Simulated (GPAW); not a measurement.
# Hf in GPAW: a series of runs, part 2 of 2

GPAW 26.7.0.

### Step 5. Single point, LDA (the (0 0 1) slab of Hf, cut from the database cell, not relaxed)

The input, run.py:

```python
import numpy as np
from ase.dft.bandgap import bandgap
from ase.io import read, write
from gpaw import GPAW, PW

atoms = read('Hf.xyz')
atoms.pbc = (True, True, False)

calc = GPAW(mode=PW(450),
            xc='LDA',
            kpts={'size': (10, 10, 1), 'gamma': True},
            occupations={'name': 'fermi-dirac', 'width': 0.05},
            nbands=74,
            convergence={'density': 1e-05, 'energy': 1e-05},
            maxiter=150,
            poissonsolver={'dipolelayer': 'xy'},
            txt='gpaw.txt')
atoms.calc = calc
energy = atoms.get_potential_energy()
forces = atoms.get_forces()
calc.write('gs.gpw')
write('result.traj', atoms)
print(f'Energy: {energy:.6f} eV')
print('Forces (eV/A):')
print(forces.round(4))
print('Fermi level:', round(calc.get_fermi_level(), 4), 'eV')
print(f'Gap: {bandgap(calc)[0]:.4f} eV, direct: {bandgap(calc, direct=True)[0]:.4f} eV')

v = calc.get_electrostatic_potential().mean(axis=(0, 1))
z = np.arange(len(v)) * atoms.cell[2, 2] / len(v)
ef = calc.get_fermi_level()
np.savetxt('planar.dat', np.c_[z, v], fmt='%.4f')
below, above = np.interp([1.5, atoms.cell[2, 2] - 1.5], z, v) - ef
print(f'Work functions: bottom {below:.4f} eV, top {above:.4f} eV')
print('Dipole moment:', *calc.get_dipole_moment().round(5), 'e A')
```

The input, Hf.xyz:

```xyz
7
Lattice="3.1966985242 0.0000000000 0.0000000000 -1.5983492621 2.7684221302 0.0000000000 0.0000000000 0.0000000000 30.1734000000" Properties=species:S:1:pos:R:3 pbc="T T T"
Hf     1.5983492621      0.9228073769      7.4999999999
Hf     0.0000000000      1.8456147533     10.0289000010
Hf     1.5983492621      0.9228073769     12.5577999990
Hf     0.0000000000      1.8456147533     15.0867000000
Hf     1.5983492621      0.9228073769     17.6156000010
Hf     0.0000000000      1.8456147533     20.1444999990
Hf     1.5983492621      0.9228073769     22.6734000001
```

Potentials or basis: the program's PAW data sets (release 1.2.1) made for this functional, pw.

Command:

```bash
$ OMP_NUM_THREADS=1 python run.py
```

gpaw.txt:

```text
__  _  _
 | _ |_)|_||  |
 |__||  | ||/\| - 26.7.0

Input parameters:
  mode=PW(ecut=450.00000000000006),
  convergence={'density': 1e-05, 'energy': 1e-05},
  kpts=MonkhorstPack(size=(10, 10, 1), gamma=True),
  maxiter=150,
  nbands=74,
  occupations=Occupations(name='fermi-dirac', width=0.05),
  poissonsolver=PoissonSolver(dipolelayer='xy'),
  xc=XC(name='LDA')

Diagonalizing LCAO Hamiltonian
Converting LCAO to pw mode

           Hf

        Hf

           Hf
[... 5 lines left out ...]
        Hf

           Hf

Atoms  # Å, Bohr magnetons
|   | symbol |        x |        y |         z |    initial magnetic moments |
|---|--------|----------|----------|-----------|-----------------------------|
| 0 |     Hf | 1.598349 | 0.922807 |  7.500000 | ( 0.0000,  0.0000,  0.0000) |
| 1 |     Hf | 0.000000 | 1.845615 | 10.028900 | ( 0.0000,  0.0000,  0.0000) |
| 2 |     Hf | 1.598349 | 0.922807 | 12.557800 | ( 0.0000,  0.0000,  0.0000) |
| 3 |     Hf | 0.000000 | 1.845615 | 15.086700 | ( 0.0000,  0.0000,  0.0000) |
| 4 |     Hf | 1.598349 | 0.922807 | 17.615600 | ( 0.0000,  0.0000,  0.0000) |
| 5 |     Hf | 0.000000 | 1.845615 | 20.144500 | ( 0.0000,  0.0000,  0.0000) |
| 6 |     Hf | 1.598349 | 0.922807 | 22.673400 | ( 0.0000,  0.0000,  0.0000) |

Unit cell  # Å
| periodic |         x |        y |         z |   lengths |     angles |
|----------|-----------|----------|-----------|-----------|------------|
|      yes |  3.196699 | 0.000000 |  0.000000 |  3.196699 |  90.000000 |
|      yes | -1.598349 | 2.768422 |  0.000000 |  3.196699 |  90.000000 |
|       no |  0.000000 | 0.000000 | 30.173400 | 30.173400 | 120.000000 |

Number of symmetries: 12
[... 123 lines left out ...]
|---------|-|-------------|-------|-------|
|iter:   1| |  -57.874986 | +0.02 |       |
|iter:   2| |  -62.373018 | -1.49 | -1.18 |
|iter:   3| |  -56.765322 | -1.91 | -0.92 |
|iter:   4| |  -56.365503 | -2.47 | -1.27 |
|iter:   5| |  -56.022895 | -2.09 | -1.33 |
|iter:   6| |  -55.805248 | -2.06 | -1.47 |
|iter:   7| |  -55.886589 | -2.08 | -1.65 |
|iter:   8| |  -55.728502 | -2.82 | -1.66 |
|iter:   9| |  -55.738466 | -3.38 | -2.13 |
|iter:  10| |  -55.725643 | -3.59 | -2.25 |
|iter:  11| |  -55.722433 | -4.26 | -2.52 |
|iter:  12| |  -55.722068 | -5.30 | -3.11 |
|iter:  13| |  -55.722104c| -6.01 | -3.34 |
|iter:  14| |  -55.722099c| -6.85 | -4.32 |
|iter:  15| |  -55.722100c| -7.39 | -4.76 |
|iter:  16| |  -55.722102c| -7.69c| -5.05c|

Converged in 16 steps
Energy contributions relative to reference atoms: (reference = -2867489.299418)

Energy contributions:
  Kinetic:           7.001663
  Coulomb:          -8.845747
  Zero:             -3.424127
  External:          0.000000
  Xc:              -50.423691
  Entropy:          -0.060397
  Spinorbit:         0.000000
  ----------------------------
  Free energy:     -55.752300
  Extrapolated:    -55.722102

dipole moment: (3.508007, -2.025456, -0.000879)  # |e|*Ang

Fermi level: 3.853
Eigenvalues  # (at kpt = [0.000, 0.000, 0.000])
| band index |      eig [eV] | occ [0-2] |
|------------|---------------|-----------|
|          0 |       -58.217 |     2.000 |
|        ... |               |           |
|         29 |        -2.812 |     2.000 |
|         30 |        -2.174 |     2.000 |
|         31 |        -1.406 |     2.000 |
|         32 |        -0.677 |     2.000 |
|         33 |        -0.120 |     2.000 |
|         34 |         0.137 |     2.000 |
[... 8 lines left out ...]
|         43 |         4.847 |     0.000 |
|         44 |         4.854 |     0.000 |
|        ... |               |           |
|         73 |         9.651 |     0.000 |

No gap
No difference between direct/indirect transitions
vacuum-level: 8.426  # V
Workfunctions: 4.573, 4.573 eV (top, bottom)

Forces  # eV/Ang
|        x |        y |        z |
|----------|----------|----------|
| -0.00000 | -0.00000 |  1.08249 |  # Hf   0
|  0.00000 |  0.00000 | -0.76939 |  # Hf   1
|  0.00000 | -0.00000 |  0.12276 |  # Hf   2
|  0.00000 |  0.00000 |  0.00000 |  # Hf   3
|  0.00000 | -0.00000 | -0.12276 |  # Hf   4
|  0.00000 |  0.00000 |  0.76939 |  # Hf   5
|  0.00000 | -0.00000 | -1.08249 |  # Hf   6

# Writing to gs.gpw (mode='')
```

stdout:

```text
Energy: -55.722102 eV
Forces (eV/A):
[[-0.     -0.      1.0825]
 [ 0.      0.     -0.7694]
 [ 0.     -0.      0.1228]
 [ 0.      0.      0.    ]
 [ 0.     -0.     -0.1228]
 [ 0.      0.      0.7694]
 [ 0.     -0.     -1.0825]]
Fermi level: 3.853 eV
Gap: 0.0000 eV, direct: 0.0000 eV
Work functions: bottom 4.5725 eV, top 4.5725 eV
Dipole moment: 3.50801 -2.02546 -0.00088 e A
```

Run time: 2.5 min. Hardware: 1 thread of Arm Neoverse V2, shared host; peak memory 0.32 GiB.

What came out:

| Item | Value |
| --- | --- |
| Free energy | -55.7523 eV |
| Largest force | 1.082 eV/Å |
| Band gap on the k mesh | none (metal or under the smearing width) |
| Dipole across the slab | 0.00 e·Å |
| Work function of the upper face | 4.57 eV |
| Work function of the lower face | 4.57 eV |

Forces on the atoms (eV/Å):
```
Hf   0.000  0.000  1.082
Hf   0.000  0.000 -0.769
Hf   0.000  0.000  0.123
Hf   0.000  0.000  0.000
Hf   0.000  0.000 -0.123
Hf   0.000  0.000  0.769
Hf   0.000  0.000 -1.082
```

Levels at points of the mesh, in eV from the Fermi level:
| k point | band 39 | band 40 | band 41 | band 42 | band 43 | band 44 | band 45 | band 46 |
| --- | --- | --- | --- | --- | --- | --- | --- | --- |
| (0.00, 0.00, 0.00) | 0.35 | 0.57 | 0.68 | 0.97 | 0.97 | 0.99 | 1.00 | 1.00 |
| (0.50, 0.50, 0.00) | -1.12 | -1.04 | -0.90 | 0.23 | 0.36 | 0.89 | 1.11 | 1.25 |

Spin-orbit coupling is left out, which matters for the levels of Hf.
